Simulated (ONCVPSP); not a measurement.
**Pseudopotential generation for technetium: ONCV, PBEsol**

Aim: build the potential from the settings below, then test how well it stands in for the atom: other configurations, scattering, ghost states and the plane-wave cutoff that it needs.

The numbers are computed with ONCVPSP 4.0.1 (PBEsol, scalar-relativistic, spin-unpolarised reference atom).

### 1 The atom and the settings

The settings as typed:

| Property | Result |
| --- | --- |
| element | technetium (Tc, Z = 43) |
| type | optimised norm-conserving Vanderbilt (ONCV) |
| frozen core | [Ar] 3d10 |
| valence charge | 15 |
| reference configuration | 4s2 4p6 4d5 5s2 |
| partial waves | 4s+5s: rc 2.05 bohr, ncon 3, nbas 6, qcut 4.6 1/bohr, 2 projectors; 4p: rc 1.35 bohr, ncon 5, nbas 9, qcut 6 1/bohr, 2 projectors, debl 1.5 Ha; 4d: rc 1.35 bohr, ncon 3, nbas 6, qcut 7.9 1/bohr, local |
| local potential | the d channel |
| core correction | Teter function, fcfact 2.25, rcfact 1.2 |

An earlier all-electron run gives the scale for the radii.

All-electron outer shells of the reference configuration (PBEsol, scalar-relativistic, ld1.x):

```
shell  level (eV)  outermost node (bohr)  outermost maximum (bohr)
   3d     -249.88                      –                      0.31
   4s      -73.32                   0.50                      0.95
   4p      -45.30                   0.51                      1.03
   4d       -6.67                   0.50                      1.27
   5s       -5.08                   1.28                      2.72
   5p       -1.38                   1.45                      3.63
```

### 2 Generation

File Tc.dat:

```
# ATOM AND REFERENCE CONFIGURATION
# atsym  z   nc   nv     iexc    psfile
  Tc 43.00    6    4  -116133      upf
#
#   n    l    f
    1    0    2.00
    2    0    2.00
    2    1    6.00
    3    0    2.00
    3    1    6.00
    3    2   10.00
    4    0    2.00
    4    1    6.00
    4    2    5.00
    5    0    2.00
#
# PSEUDOPOTENTIAL AND OPTIMIZATION
# lmax
    2
#
#   l,   rc,      ep,       ncon, nbas, qcut
    0    2.05    0.00    3    6    4.60
    1    1.35    0.00    5    9    6.00
    2    1.35    0.00    3    6    7.90
#
# LOCAL POTENTIAL
# lloc, lpopt,  rc(5),   dvloc0
    2    5    1.35    0.00
#
# VANDERBILT-KLEINMAN-BYLANDER PROJECTORs
# l, nproj, debl
    0    2    1.90
    1    2    1.50
    2    0    2.90
#
# MODEL CORE CHARGE
# icmod, fcfact, rcfact
    3    2.25    1.20
#
# LOG DERIVATIVE ANALYSIS
# epsh1, epsh2, depsh
   -4.00    5.00    0.02
#
# OUTPUT GRID
# rlmax, drl
    6.00    0.01
#
# TEST CONFIGURATIONS
# ncnf
    4
# nvcnf
#   n    l    f
    4
    4    0    2.00
    4    1    6.00
    4    2    5.00
    5    0    1.00
#
    4
    4    0    2.00
    4    1    6.00
    4    2    5.00
    5    0    0.00
#
    4
    4    0    2.00
    4    1    6.00
    4    2    4.00
    5    0    0.00
#
    5
    4    0    2.00
    4    1    6.00
    4    2    5.00
    5    0    0.00
    5    1    1.00
#
```

Launch:

```
$ oncvpsp.x < Tc.dat > Tc.out
```

Before running it: what results should come out? Wanted: cutoffs for 1 and 0.1 mHa per electron, occupied waves; bound ghosts; GHOST(+) flags; largest test error; largest phase difference near zero energy, channels read; rms error of d²Exc/dn², without and with the model core; projector energies reset by the program.

As calculated:

| quantity | value |
| --- | --- |
| cutoffs for 1 and 0.1 mHa per electron, occupied waves | 107 Ha and 139 Ha |
| bound ghosts | none found |
| GHOST(+) flags | none at low energy |
| largest test error (AE − PS) | -12 meV, for 4s2 4p6 4d5 5s0 |
| largest phase difference near zero energy, channels read | 0.002 rad |
| rms error of d²Exc/dn², without and with the model core | 4.33 and 1.52 mHa |
| projector energies reset by the program | p: -1.665, 0.250 Ha |

By total energies transferability is good: the largest error is 12 meV on 23.0 eV, for 4s2 4p6 4d5 5s0. It counts as very hard, with 107 Ha needed at the looser tolerance. At the looser tolerance the 4p wave is the slowest; 4d needs 23 Ha. The program's ghost test flags no bound state. Near zero energy the phases of the channels with partial waves agree within 0.002 rad.
